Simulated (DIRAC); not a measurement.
# AlTe at HF/dyall-v2z (X2C-1eSO, open shell 1 in 2 spinors, uncontracted yes)

Wanted: a point of an energy scan of AlTe. 

Program for the calculation: DIRAC 26.1 (patched).

13 further runs of the same task are left out: 13 set aside as unsound or not needed.

## Step 1: The system as given

AlTe: 2 atoms, total charge 0, spin state doublet.

Bond lengths: Al1–Te2 2.746 Å.

## Step 2: A point of an energy scan at HF/dyall-v2z (X2C-1eSO, open shell 1 in 2 spinors, uncontracted yes)

The input, mol.xyz:

```xyz
2
AlTe
Al      0.00000000      0.00000000      0.00000000
Te      0.00000000      0.00000000      2.74595331
```

The input, run.inp:

```
! Kramers-restricted calculation
**DIRAC
.WAVE FUNCTION
**HAMILTONIAN
.X2C
.NOAMFI
**INTEGRALS
*READIN
.UNCONTRACT
**WAVE FUNCTION
.SCF
*SCF
.CLOSED SHELL
 64
.OPEN SHELL
 1
 1/2
**MOLECULE
*BASIS
.DEFAULT
dyall.v2z
*END OF
```

On the command line:

```console
pam --inp=run.inp --mol=mol.xyz --noarch --mw=163 --aw=368
```

What it wrote:

```text
[...]
It.    1    -4160.702877885      0.00D+00  0.00D+00  0.00D+00               0.03687200s   Atom. scrpot
[...]
It.   18    -7034.487410381     -6.46D-11  1.40D-08  3.75D-08   DIIS   9    0.22200000s   LL
[...]
* Convergence after   18 iterations.
[...]
                                   TOTAL ENERGY
                                   ------------
   Charge of molecule : 0
   Electronic energy                        :    -7164.7604900527795
   Other contributions to the total energy
   Nuclear repulsion energy                 :      130.2730796714617
[...]
   Total energy                             :    -7034.4874103813181
[...]
  * Closed shell, f = 1.0000
   -1174.835629543  ( 2)       -183.693145699  ( 2)       -171.984665861  ( 2)       -161.365394554  ( 2)        -58.647329689  ( 2)
     -38.055044356  ( 2)        -33.120916944  ( 2)        -31.079858202  ( 2)        -22.438652457  ( 2)        -21.937909400  ( 2)
      -7.062672123  ( 2)         -5.276720277  ( 2)         -4.954158130  ( 2)         -4.882629149  ( 2)         -3.256645926  ( 2)
      -3.235046002  ( 2)         -1.953720329  ( 2)         -1.879690834  ( 2)         -0.742951616  ( 2)         -0.442528257  ( 2)
[...]
  * Closed shell, f = 1.0000
    -161.364723796  ( 2)        -31.079239411  ( 2)        -22.439742073  ( 2)        -21.938217321  ( 2)         -4.880612700  ( 2)
      -3.235414285  ( 2)         -1.956080946  ( 2)         -1.879716321  ( 2)
  * Open shell #1, f = 0.5000
      -0.243054794  ( 2)
  * Virtual eigenvalues, f = 0.0000
       0.030234832  ( 2)          0.337390000  ( 2)          0.394224534  ( 2)          0.402009193  ( 2)          0.550222422  ( 2)
       0.557096551  ( 2)          0.696086906  ( 2)          2.569777439  ( 2)          2.605749218  ( 2)          2.699423647  ( 2)
[...]
  * Closed shell, f = 1.0000
     -21.938879930  ( 2)         -1.880614159  ( 2)
  * Virtual eigenvalues, f = 0.0000
       0.405836246  ( 2)          0.584673269  ( 2)          2.647645982  ( 2)          9.181085481  ( 2)         27.531263851  ( 2)
      75.969063760  ( 2)        200.302586852  ( 2)        527.682397757  ( 2)       1461.200151606  ( 2)       4645.640760233  ( 2)
[...]
* HOMO - LUMO gap:
    E(LUMO) :     0.02347451 au (symmetry E1 )
  - E(HOMO) :    -0.24305479 au (symmetry E1 )
  ------------------------------------------
    gap     :     0.26652930 au
[...]
```

Run time: 5.1 s. Hardware: 1 thread of Intel Xeon 6975P-C (Granite Rapids), shared host; peak memory 0.073 GiB.

## Step 3: What came out

Level: HF/dyall-v2z (X2C-1eSO, open shell 1 in 2 spinors, uncontracted yes).

| quantity | value |
| --- | --- |
| total energy | -7034.48741 Eh |
| HOMO energy (partly filled) | -6.61 eV |
| LUMO energy | 0.64 eV |
